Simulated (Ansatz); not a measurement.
# C4H10AlB: the cost of one run

Method: UKS B3LYP-D4/STO-3G, in Ansatz 0.2.0.

## 1. The system as given

Bond lengths (14 of 15 bonds, heavy atoms first): B1–C2 1.623 Å, C2–Al3 1.973 Å, C2–C4 1.286 Å, C4–C5 1.530 Å, C5–C6 1.533 Å, B1–H7 1.147 Å, B1–H8 1.173 Å, Al3–H9 1.641 Å, Al3–H10 1.602 Å, C4–H11 1.108 Å, C5–H12 1.141 Å, C5–H13 1.155 Å, C6–H14 1.125 Å, C6–H15 1.123 Å. Angles (14 of 24 angles, heavy atoms first): B1–C2–Al3 114.3°, B1–C2–C4 121.3°, Al3–C2–C4 124.3°, C2–C4–C5 126.7°, C4–C5–C6 113.0°, C2–B1–H7 120.8°, C2–B1–H8 116.8°, C2–Al3–H9 121.0°, C2–Al3–H10 122.9°, C2–C4–H11 122.2°, C5–C4–H11 110.7°, C4–C5–H12 108.5°, C4–C5–H13 112.4°, C6–C5–H12 108.3°.

Coordinates:

```xyz
16

B     1.7007   -1.7630   -1.1622
C     0.8838   -0.5397   -0.4766
Al    1.8031    0.2901    1.0593
C    -0.2400   -0.1359   -0.9532
C    -1.1357    0.9634   -0.3785
C    -1.9178    0.5135    0.8614
H     2.7352   -2.0683   -0.7735
H     1.2185   -2.2552   -2.1117
H     3.2665   -0.2553    1.5625
H     1.1735    1.4995    1.9000
H    -0.7397   -0.6453   -1.8014
H    -0.4798    1.8498   -0.0866
H    -1.9156    1.3398   -1.1421
H    -2.6175   -0.3295    0.6042
H    -1.2308    0.1453    1.6692
H    -2.5273    1.3681    1.2735
```

## 2. Preparing the start

input.yaml

```yaml
crystal:
  periodic: [false, false, false]
  atoms:
    - { symbol: B, position_ang: [1.7007, -1.763, -1.1622] }
    - { symbol: C, position_ang: [0.8838, -0.5397, -0.4766] }
    - { symbol: Al, position_ang: [1.8031, 0.2901, 1.0593] }
    - { symbol: C, position_ang: [-0.24, -0.1359, -0.9532] }
    - { symbol: C, position_ang: [-1.1357, 0.9634, -0.3785] }
    - { symbol: C, position_ang: [-1.9178, 0.5135, 0.8614] }
    - { symbol: H, position_ang: [2.7352, -2.0683, -0.7735] }
    - { symbol: H, position_ang: [1.2185, -2.2552, -2.1117] }
    - { symbol: H, position_ang: [3.2665, -0.2553, 1.5625] }
    - { symbol: H, position_ang: [1.1735, 1.4995, 1.9] }
    - { symbol: H, position_ang: [-0.7397, -0.6453, -1.8014] }
    - { symbol: H, position_ang: [-0.4798, 1.8498, -0.0866] }
    - { symbol: H, position_ang: [-1.9156, 1.3398, -1.1421] }
    - { symbol: H, position_ang: [-2.6175, -0.3295, 0.6042] }
    - { symbol: H, position_ang: [-1.2308, 0.1453, 1.6692] }
    - { symbol: H, position_ang: [-2.5273, 1.3681, 1.2735] }
magnetization:
  spin_polarized: true
basis:
  gaussian: { orbitals: STO-3G }
hamiltonian:
  xc: b3lyp
  dispersion: d4
relax:
  f_tol: 0.02
  max_steps: 40
output:
  orbitals: {}
```

Started as:

```sh
$ ansatz run input.yaml --threads 1 --pin off --max-ram 2048MiB --backend cpu --events-out ev --progress --plain --runs-dir out
```

**Question.** How long does this run take on 1 thread of Arm Neoverse V2, shared host, and how much memory does it need?

About 3.3 min, with a peak of 0.17 GiB.
